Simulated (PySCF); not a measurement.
# Si3AsH9O: magnetic properties

Programs: PySCF 2.14.0, with routines of our own; each step states its level. All values are computed. Atoms count from 0.

## Step 1: The starting structure

14 atoms, charge 0, multiplicity 1; geometry from: GFN2-xTB.

## Step 2: Optimising the geometry at PBE0-D3(BJ)/def2-SVP

What the job is given:

```
{"job": {"xc": "PBE0", "basis": "def2-SVP", "d3": "d3bj", "grid": 1, "kind": "geom"}, "charge": 0, "multiplicity": 1}
Si     2.559230    -0.472687     0.491799
O      1.171751     0.229586     0.064424
Si    -0.376236     0.078500    -0.462054
Si    -1.545803     1.667582     0.761034
As    -0.986955    -2.174841    -0.284511
H      3.059549     0.363765     1.578426
H      3.420445    -0.475658    -0.688732
H      2.265057    -1.842265     0.934819
H     -0.266939     0.401651    -1.903733
H     -1.356859     1.539813     2.213573
H     -1.235011     3.063083     0.433803
H     -2.988539     1.503202     0.528751
H     -2.423297    -1.847920    -0.592166
H     -1.297072    -2.034286     1.182425
```

Command:

```bash
$ OMP_NUM_THREADS=1 python excited_run.py task.json out
```

This one command runs all jobs of the session in turn.

Q: Estimate the wall time and peak memory of this first job on 1 thread of Arm Neoverse V1, shared host.

About 86 s, with a peak of 0.7 GiB.
